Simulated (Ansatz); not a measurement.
# Sb: the cost of one run

Program: Ansatz 0.2.0. Level of theory: DFT PBEsol, scalar-relativistic. These are calculated values, not measurements.

2 further runs of the same task are left out: 2 set aside as unsound or not needed.

## 1. The starting structure

Symmetry: I4/mmm, No. 139, tetragonal system. Conventional cell: a = 3.010 Å, b = 3.010 Å, c = 4.960 Å, α = 90.00°, β = 90.00°, γ = 90.00°. Sb (site symmetry 4/mmm) has 12 Sb at 3.01 to 3.27 Å as nearest neighbours.

Structure file:

```
CELL_PARAMETERS angstrom
-1.50500 1.50500 2.48000
1.50500 -1.50500 2.48000
1.50500 1.50500 -2.48000
ATOMIC_POSITIONS crystal
Sb 0.00000 0.00000 0.00000
```

## 2. After the deformation

Space group I4/mmm before, I4/mmm after.

## 3. LAPW, all electrons

Input file input.yaml:

```yaml
crystal:
  lattice:
    - [-1.505, 1.505, 2.4552]
    - [1.505, -1.505, 2.4552]
    - [1.505, 1.505, -2.4552]
  atoms:
    - { symbol: Sb, position: [0.0, 0.0, 0.0] }
kpoints:
  mp_grid: { grid: [19, 19, 19] }
  band_path:
    path:
      - [0.0, 0.0, 0.0]
      - [0.0, 0.0, 0.5]
      - [0.25, 0.25, 0.25]
      - [0.0, 0.5, 0.0]
      - [0.0, 0.0, 0.0]
      - [0.5, 0.5, -0.5]
      - [0.3439375562, 0.6560624438, -0.3439375562]
      - [-0.3439375562, 0.3439375562, 0.3439375562]
      - [0.0, 0.0, 0.0]
    npoints: 5
scf:
  occupations: { method: fermi_dirac, width: 0.05 }
hamiltonian:
  xc: pbesol
  pseudopotentials: { kind: all_electron, lapw: { basis_error: 0.00025 } }
output:
  forces: true
  stress: true
  eigenvalues: true
```

Launch:

```bash
$ ansatz run input.yaml --threads 1 --pin off --max-ram 3072MiB --backend cpu --events-out ev --progress --plain --runs-dir out
```

**Question.** How long does this run take on 1 thread of Arm Neoverse V2, shared host, and how much memory does it need?

About 49 s, with a peak of 0.72 GiB.
